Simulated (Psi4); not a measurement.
# MoCl2O2 (molybdenum dichloride dioxide): levels of theory compared

Aim: a comparison of 6 runs (DSD-PBEP86/def2-SVP, M06-2X/def2-SVP, TPSSh/def2-SVP, wB97M-V/def2-SVP, wB97X-V/def2-SVP, OMP2/def2-SVP) of MoCl2O2 (molybdenum dichloride dioxide). 

Program for the calculation: Psi4 1.11.

23 further runs of the same task are left out: 23 that didn't finish.

## Step 1: The molecule

MoCl2O2: 5 atoms, total charge 0, spin state singlet. As SMILES, `O=[Mo](=O)(Cl)Cl`. The shape is that of a PBE0-D4/def2-TZVP optimisation.

Bond lengths: O1–Mo2 1.663 Å, Mo2–O3 1.663 Å, Mo2–Cl4 2.242 Å, Mo2–Cl5 2.242 Å. Angles: O1–Mo2–O3 106.8°, O1–Mo2–Cl4 109.6°, O1–Mo2–Cl5 109.6°, O3–Mo2–Cl4 109.6°, O3–Mo2–Cl5 109.6°, Cl4–Mo2–Cl5 111.7°.

## Step 2: The energy at DSD-PBEP86/def2-SVP (core potential, density fitting for correlation) (run 1)

job.json reads:

```json
{
  "schema_name": "qcschema_input",
  "schema_version": 1,
  "molecule": {
    "schema_name": "qcschema_molecule",
    "schema_version": 2,
    "symbols": ["O", "Mo", "O", "Cl", "Cl"],
    "geometry": [0.30384906, -0.36624782, 3.23205528, 0.12734864, -0.11648272, 0.10436957, 2.31875065, -2.03041623, -1.0833233, -3.70422225, -1.36169885, -1.20451143, 0.9542928, 3.87484562, -1.04859013],
    "molecular_charge": 0,
    "molecular_multiplicity": 1,
    "fix_symmetry": "c1"
  },
  "driver": "energy",
  "model": {
    "method": "dsd-pbep86",
    "basis": "def2-SVP"
  },
  "keywords": {
    "reference": "rks",
    "puream": true,
    "e_convergence": 1e-09,
    "d_convergence": 1e-08,
    "scf_type": "pk",
    "dft_radial_points": 99,
    "dft_spherical_points": 590,
    "num_frozen_docc": 12
  }
}
```

Run with:

```sh
$ psi4 --qcschema job.json -n 1 --memory 2200MB
```

stdout:

```text
[...]
    !!!  WARNING: ECP capability is in beta. Please check occupations closely.  !!!
[...]
  Running in c1 symmetry.
[...]
  Nuclear repulsion =  327.309723767329274
[...]
  Multiplicity = 1
[...]
  Nalpha       = 32
  Nbeta        = 32
[...]
    Number of basis functions: 95
[...]
   @RKS iter   1: -1136.36524857977292   -1.89663e-01   1.30270e-02 DIIS/ADIIS
[...]
   @RKS iter  17: -1137.09837123765396    1.36424e-12   5.21812e-09 DIIS
[...]
    Orbital Energies [Eh]
    ---------------------
    Doubly Occupied:
       1A   -103.686604     2A   -103.686582     3A    -20.148623
       4A    -20.148621     5A    -10.224031     6A    -10.224024
       7A     -7.794943     8A     -7.794935     9A     -7.791937
      10A     -7.791927    11A     -7.791443    12A     -7.791438
      13A     -3.095545    14A     -2.011081    15A     -1.997435
      16A     -1.977753    17A     -1.177833    18A     -1.167424
      19A     -1.034898    20A     -1.028975    21A     -0.613897
      22A     -0.600685    23A     -0.575025    24A     -0.571093
      25A     -0.555810    26A     -0.524478    27A     -0.488471
      28A     -0.481568    29A     -0.472934    30A     -0.460419
      31A     -0.452923    32A     -0.449040
[...]
  @RKS Final Energy: -1137.09837123765396
   => Energetics <=
    Nuclear Repulsion Energy =            327.3097237673292739
    One-Electron Energy =               -2243.1603040301783949
    Two-Electron Energy =                 801.9131685524814657
    DFT Exchange-Correlation Energy =     -23.1609595272862947
    Empirical Dispersion Energy =           0.0000000000000000
    VV10 Nonlocal Energy =                  0.0000000000000000
    Total Energy =                      -1137.0983712376539643
[...]
 Multipole Moments:
 ------------------------------------------------------------------------------------
     Multipole            Electronic (a.u.)      Nuclear  (a.u.)        Total (a.u.)
 ------------------------------------------------------------------------------------
 L = 1.  Multiply by 2.5417464519 to convert [e a0] to [Debye]
 Dipole X            :         10.2680484          -10.6153945           -0.3473461
 Dipole Y            :         -9.3860255            9.7034175            0.3173920
 Dipole Z            :          8.4135724           -8.6981481           -0.2845758
 Magnitude           :                                                    0.5498821
[...]
```

The result, in JSON:

```text
{
 "driver": "energy",
 "model": {
  "method": "dsd-pbep86",
  "basis": "def2-SVP"
 },
 "success": true,
 "return_result": -1137.6975606796423,
 "properties": {
  "calcinfo_nbasis": 95,
  "calcinfo_nmo": 95,
  "calcinfo_nalpha": 32,
  "calcinfo_nbeta": 32,
  "calcinfo_natom": 5,
  "nuclear_repulsion_energy": 327.3097237673293,
  "return_energy": -1137.6975606796423,
  "scf_one_electron_energy": -2243.1603040301784,
  "scf_two_electron_energy": 801.9131685524815,
  "scf_xc_energy": -23.160959527286295,
  "scf_dipole_moment": [-0.34734607600556977, 0.3173919991292351, -0.28457575194302187],
  "scf_total_energy": -1137.098371237654,
  "scf_iterations": 17
 }
}
```

Run time: 28 s. Hardware: 1 thread of Intel Xeon at 2.50GHz (Skylake/Cascade Lake), shared host; peak memory 0.94 GiB.

## Step 3: Energy and forces at M06-2X/def2-SVP (core potential) (run 2)

cl2moo2.xyz reads:

```xyz
5
Cl2MoO2
O      0.160790    -0.193810     1.710330
Mo     0.067390    -0.061640     0.055230
O      1.227030    -1.074450    -0.573270
Cl    -1.960190    -0.720580    -0.637400
Cl     0.504990     2.050480    -0.554890
```

run.py reads:

```python
import psi4

psi4.set_memory(2200000000)
psi4.set_num_threads(1)
psi4.core.set_output_file('output.dat', False)

with open('cl2moo2.xyz') as f:
    atoms = ''.join(f.readlines()[2:])
molecule = psi4.geometry('0 1\n' + atoms + 'symmetry c1\nno_reorient\nno_com')

psi4.set_options({
    'basis': 'def2-SVP',
    'puream': True,
    'e_convergence': 1e-09,
    'd_convergence': 1e-08,
    'scf_type': 'pk',
    'dft_radial_points': 99,
    'dft_spherical_points': 590,
})

e = psi4.gradient('M06-2X', molecule=molecule)
print('gradient / Eh bohr^-1')
print(e.np.round(6))
for k, v in sorted(psi4.core.scalar_variables().items()):
    print(f'{k:45s} {v:18.10f}')
```

Run with:

```sh
$ python run.py
```

output.dat (excerpt; [...] marks lines left out):

```text
[...]
    !!!  WARNING: ECP capability is in beta. Please check occupations closely.  !!!
[...]
  Running in c1 symmetry.
[...]
  Nuclear repulsion =  327.309723448332477
[...]
  Multiplicity = 1
[...]
  Nalpha       = 32
  Nbeta        = 32
[...]
    Number of basis functions: 95
[...]
   @RKS iter   1: -1137.75891719005949    2.07877e-02   1.41645e-02 DIIS/ADIIS
[...]
   @RKS iter  16: -1138.59977628010597   -6.82121e-13   5.29884e-09 DIIS
[...]
  @RKS Final Energy: -1138.59977628010597
   => Energetics <=
    Nuclear Repulsion Energy =            327.3097234483324769
    One-Electron Energy =               -2243.9818586205410611
    Two-Electron Energy =                 816.8806673709279949
    DFT Exchange-Correlation Energy =     -38.8083084788255022
    Empirical Dispersion Energy =           0.0000000000000000
    VV10 Nonlocal Energy =                  0.0000000000000000
    Total Energy =                      -1138.5997762801059707
[...]
 Multipole Moments:
 ------------------------------------------------------------------------------------
     Multipole            Electronic (a.u.)      Nuclear  (a.u.)        Total (a.u.)
 ------------------------------------------------------------------------------------
 L = 1.  Multiply by 2.5417464519 to convert [e a0] to [Debye]
 Dipole X            :         23.7015820          -23.9851221           -0.2835401
 Dipole Y            :        -21.6603197           21.9194247            0.2591050
 Dipole Z            :         19.4193904          -19.6516966           -0.2323062
 Magnitude           :                                                    0.4488836
[...]
  -Total Gradient:
     Atom            X                  Y                   Z
    ------   -----------------  -----------------  -----------------
       1        0.000946147118    -0.001315988075     0.016345490283
       2       -0.018729067207     0.017093579597    -0.015334076093
       3        0.011466310352    -0.010009239470    -0.006185685256
       4        0.007678357497     0.002075548863     0.002783936240
       5       -0.001240812737    -0.007951655751     0.002488380433
[...]
```

Standard output:

```text
gradient / Eh bohr^-1
[[ 0.000946 -0.001316  0.016345]
 [-0.018729  0.017094 -0.015334]
 [ 0.011466 -0.010009 -0.006186]
 [ 0.007678  0.002076  0.002784]
 [-0.001241 -0.007952  0.002488]]
CURRENT ENERGY                                  -1138.5997762801
CURRENT REFERENCE ENERGY                        -1138.5997762801
DD SOLVATION ENERGY                                 0.0000000000
DFT FUNCTIONAL TOTAL ENERGY                     -1138.5997762801
DFT TOTAL ENERGY                                -1138.5997762801
DFT VV10 ENERGY                                     0.0000000000
DFT XC ENERGY                                     -38.8083084788
GRID ELECTRONS ALPHA                               31.9999990108
GRID ELECTRONS BETA                                31.9999990108
GRID ELECTRONS TOTAL                               63.9999980217
NUCLEAR REPULSION ENERGY                          327.3097234483
ONE-ELECTRON ENERGY                             -2243.9818586205
PCM POLARIZATION ENERGY                             0.0000000000
PE ENERGY                                           0.0000000000
SCF ITERATION ENERGY                            -1138.5997762801
SCF ITERATIONS                                     16.0000000000
SCF TOTAL ENERGY                                -1138.5997762801
TWO-ELECTRON ENERGY                               816.8806673709
XC GRID RADIAL POINTS                              99.0000000000
XC GRID SPHERICAL POINTS                          590.0000000000
XC GRID TOTAL POINTS                           279733.0000000000
```

It took 89 s on 1 thread of Intel Xeon at 2.50GHz (Skylake/Cascade Lake), shared host; peak memory 1.1 GiB.

Runs 3 to 5 aren't shown in full; the table further down has their settings and results.

## Step 4: The energy at OMP2/def2-SVP (core potential, density fitting for correlation) (run 6)

calc.py reads:

```python
import psi4

psi4.set_memory(2200000000)
psi4.set_num_threads(1)
psi4.set_output_file('output.dat', False)

mol = psi4.geometry("""
O      0.30384906    -0.36624782     3.23205528
Mo     0.12734864    -0.11648272     0.10436957
O      2.31875065    -2.03041623    -1.08332330
Cl    -3.70422225    -1.36169885    -1.20451143
Cl     0.95429280     3.87484562    -1.04859013
units au
symmetry c1
""")

options = {'puream': True, 'e_convergence': 1e-09, 'd_convergence': 1e-08, 'scf_type': 'pk', 'num_frozen_docc': 12}
psi4.set_options(options)

result = psi4.energy("omp2/def2-SVP", molecule=mol)
print('E =', round(result, 9))
```

Run with:

```sh
$ python calc.py
```

output.dat:

```text
[...]
    !!!  WARNING: ECP capability is in beta. Please check occupations closely.  !!!
[...]
  Running in c1 symmetry.
[...]
  Nuclear repulsion =  327.309723767329274
[...]
  Multiplicity = 1
[...]
  Nalpha       = 32
  Nbeta        = 32
[...]
    Number of basis functions: 95
[...]
   @RHF iter   1: -1135.25177465616707   -4.30880e-01   1.22258e-02 ADIIS/DIIS
[...]
   @RHF iter  19: -1135.91540012995370   -1.81899e-12   6.28234e-09 DIIS
[...]
    Orbital Energies [Eh]
    ---------------------
    Doubly Occupied:
       1A   -104.838727     2A   -104.838706     3A    -20.649611
       4A    -20.649610     5A    -10.602966     6A    -10.602961
       7A     -8.077181     8A     -8.077175     9A     -8.074772
      10A     -8.074764    11A     -8.074538    12A     -8.074534
      13A     -3.286664    14A     -2.146748    15A     -2.131113
      16A     -2.109420    17A     -1.287520    18A     -1.275969
      19A     -1.124933    20A     -1.118464    21A     -0.675637
      22A     -0.661742    23A     -0.626523    24A     -0.621084
      25A     -0.607755    26A     -0.571277    27A     -0.536830
      28A     -0.533150    29A     -0.519424    30A     -0.507875
      31A     -0.496986    32A     -0.491806
[...]
  @RHF Final Energy: -1135.91540012995370
   => Energetics <=
    Nuclear Repulsion Energy =            327.3097237673292739
    One-Electron Energy =               -2242.5173157010990508
    Two-Electron Energy =                 779.2921918038160811
    Total Energy =                      -1135.9154001299539232
[...]
 Multipole Moments:
 ------------------------------------------------------------------------------------
     Multipole            Electronic (a.u.)      Nuclear  (a.u.)        Total (a.u.)
 ------------------------------------------------------------------------------------
 L = 1.  Multiply by 2.5417464519 to convert [e a0] to [Debye]
 Dipole X            :         10.2389796          -10.6153945           -0.3764149
 Dipole Y            :         -9.3594780            9.7034175            0.3439395
 Dipole Z            :          8.3897622           -8.6981481           -0.3083859
 Magnitude           :                                                    0.5958896
[...]
	Warning: cc_lambda option is changed to TRUE
	For this residual convergence, default PCG convergence is:     1.00e-07
[...]
	DF-MP2 Total Energy (a.u.)         : -1137.04066893732579
[...]
	DF-MP2 Total Energy (a.u.)         : -1137.09120893564113
[...]
	DF-OMP2 Total Energy (a.u.)        : -1137.09120893575755
[...]
```

On the terminal:

```text
E = -1137.091208936
```

Run time: 2.6 min. Hardware: 1 thread of Intel Xeon at 2.50GHz (Skylake/Cascade Lake), shared host; peak memory 0.38 GiB.

## Step 5: The series

| run | level | task | fitting correlation | energy (Eh) | HOMO energy (eV) | LUMO energy (eV) | HOMO–LUMO gap (eV) | wall time |
| --- | --- | --- | --- | --- | --- | --- | --- | --- |
| 1 | DSD-PBEP86/def2-SVP (core potential, density fitting for correlation) | energy | density fitting | -1137.697561 | -12.22 | -2.02 | 10.20 | 28 s |
| 2 | M06-2X/def2-SVP (core potential) | gradient | – | -1138.599776 | -11.32 | -2.94 | 8.38 | 89 s |
| 3 | TPSSh/def2-SVP (core potential) | gradient | – | -1138.855995 | -9.14 | -4.17 | 4.97 | 1.9 min |
| 4 | wB97M-V/def2-SVP (core potential) | energy | – | -1138.642813 | -12.14 | -1.71 | 10.43 | 3.5 min |
| 5 | wB97X-V/def2-SVP (core potential) | energy | – | -1138.581837 | -12.32 | -1.75 | 10.58 | 2.4 min |
| 6 | OMP2/def2-SVP (core potential, density fitting for correlation) | energy | density fitting | -1137.091209 | -13.38 | -0.66 | 12.72 | 2.6 min |

## Step 6: Results

```
                                           quantity           value
                                run 6: total energy  -1137.09121 Eh
         run 6: HOMO energy (Hartree–Fock orbitals)       -13.38 eV
         run 6: LUMO energy (Hartree–Fock orbitals)        -0.66 eV
       run 6: HOMO–LUMO gap (Hartree–Fock orbitals)        12.72 eV
run 6: correlation energy (12 core orbitals frozen)     -1175.8 mEh
```

**Reading.** Over runs 2, 3, 4, 5 the dipole moment (its size) runs from 1.03 D (wB97X-V/def2-SVP) to 1.16 D (wB97M-V/def2-SVP). Over runs 1, 2, 3, 4, 5 the HOMO–LUMO gap runs from 4.97 eV (TPSSh/def2-SVP) to 10.58 eV (wB97X-V/def2-SVP). Totals of different functionals can't be ranked against each other. All runs together took 12 min, the longest 3.5 min.
